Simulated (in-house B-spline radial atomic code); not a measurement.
**Ir⁸⁺: ionisation energy by several methods**

The task here is to estimate one member of a computed series from the others.

The numbers are computed with in-house B-spline radial atomic code version 1 (non-relativistic, several functionals, spin-polarised; spherical all-electron atom at the radial basis limit), except any that are marked as measured or tabulated.

## The system

```
element       : iridium (Z = 77)
charge        : +8
electrons     : 69
configuration : [Xe] 4f14 5d1
nucleus       : point
```

The outer shells:

[Xe] 4f14 5d1
```
[Xe] core
4f [↑↓][↑↓][↑↓][↑↓][↑↓][↑↓][↑↓]
5d [↑ ][  ][  ][  ][  ]
```

Where spins are not typed, each open shell is filled with up spins first.

Set-up of the first run:

Settings of the run:

```ini
Z = 77
electrons = 69.0
configuration = [Xe] 4f14 5d1
hamiltonian = nr
method = b88,p86
spin_polarised = True
```

Among the steps run: BP86, a GGA; AM05, a GGA; exchange-only LDA; r2SCAN, a meta-GGA; PBE, a GGA; TPSS, a meta-GGA.

One table of the session follows, with a row left open; its other results are not shown here.

| method | ΔSCF (eV) |
| --- | --- |
| exchange-only LDA | ? |
| BP86 | 123.65 |
| AM05 | 123.66 |
| PBE | 123.58 |
| r2SCAN | 123.25 |
| TPSS | 123.49 |

Estimate the missing values for exchange-only LDA.

The run gave: ΔSCF (eV): 122.17. In the column «ΔSCF (eV)» it is the lowest.

Caveats from the session: Meta-GGA runs start from a PBE run whose iterations are not counted. These runs leave out relativity, which matters at this nuclear charge.
